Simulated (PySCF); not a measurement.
# WN₂⁻: doublet, from a linear start

The task is one start of a wider search on WN₂⁻: the doublet, from a linear start. It is relaxed, tested by its Hessian and followed downhill if it is a saddle.

The runs use PySCF 2.14.0; B3LYP, basis W def2-SVPD with ECP60, N def2-SVPD, scalar-relativistic core potentials, no spin–orbit coupling, density fitting.

**1. The system as given**

3 atoms, charge -1, spin multiplicity 2.

Bond lengths: W1–N2 1.800 Å, W1–N3 1.800 Å. Angles: N2–W1–N3 180.0°.

Z-matrix (Å, degrees; charge -1 multiplicity 2):
```
W
N  1 1.8000
N  1 1.8000 2 180.00
```

**2. Relaxation: linear start, doublet**

One driver script runs all steps and calls PySCF; scf.py shows how it sets up the SCF of each step. The optimiser is the driver's own. Before each start the driver seeks the lowest SCF state from one or more starting densities and follows internal instabilities, so scf.py alone need not reach the same state.

The program finds D∞h symmetry in the start, which this walk keeps. Threshold on the gradient: 0.0003 Eh/bohr, with a further test on the energy change.

The input, scf.py:

```python
from pyscf import gto, scf, dft
mol = gto.M(atom='''
W      0.000000     0.000000     0.000000
N      0.000000     0.000000     1.800000
N      0.000000     0.000000    -1.800000''',
    basis={'W': 'def2-SVPD', 'N': 'def2-SVPD'},
    ecp={'W': 'def2-SVPD'},
    charge=-1, spin=1)
mf = dft.UKS(mol, xc='B3LYP')
mf.grids.atom_grid = (50, 194)
aux = {'W': 'def2-universal-JKFIT', 'N': 'def2-universal-JKFIT'}
mf = mf.density_fit(auxbasis=aux)
mf.kernel()
```

Further steps of the session: Frequencies; Downhill along the imaginary mode; Is it a minimum? Harmonic modes.

Q: Predict the outcome of this session. Wanted: minimum; geometry; wavenumbers; dipole moment; highest occupied, lowest empty level; polar-tensor charge of W1; zero-point energy; ⟨S²⟩.

The runs gave:

```
                                          quantity                            value
                                           minimum  broken-symmetry (Ms = 1/2), C2v
                                          geometry   W–N 1.756 Å (×2); N–W–N 104.2°
                                wavenumbers (cm⁻¹)     286 (a1), 688 (b2), 967 (a1)
                    dipole moment (centre of mass)                           3.66 D
highest occupied, lowest empty level (either spin)                    0.71, 1.75 eV
                         polar-tensor charge of W1                          +0.03 e
                                 zero-point energy                      11.6 kJ/mol
                               entropy at 298.15 K                  281.0 J/(mol K)
                                              ⟨S²⟩                            1.838
```

**Reading.** The linear start (D∞h) ends in a minimum of C2v symmetry, after a stop at a higher-order saddle point 224.5 kJ/mol higher, from which it was pushed off along an imaginary mode. The determinant is spin-contaminated (⟨S²⟩ = 1.84 against 0.75), so it is no pure spin state. The strongest infrared band lies at 967 cm⁻¹ (a1, stretch). Only this shape and spin were tried, so other structures or states may lie lower. The highest occupied level lies above zero: either self-interaction error lifts it or the extra electron is not bound, and the basis holds it in place. One determinant may miss the lowest occupation of an open d or f shell. With an element this heavy the missing spin–orbit coupling can shift these numbers.
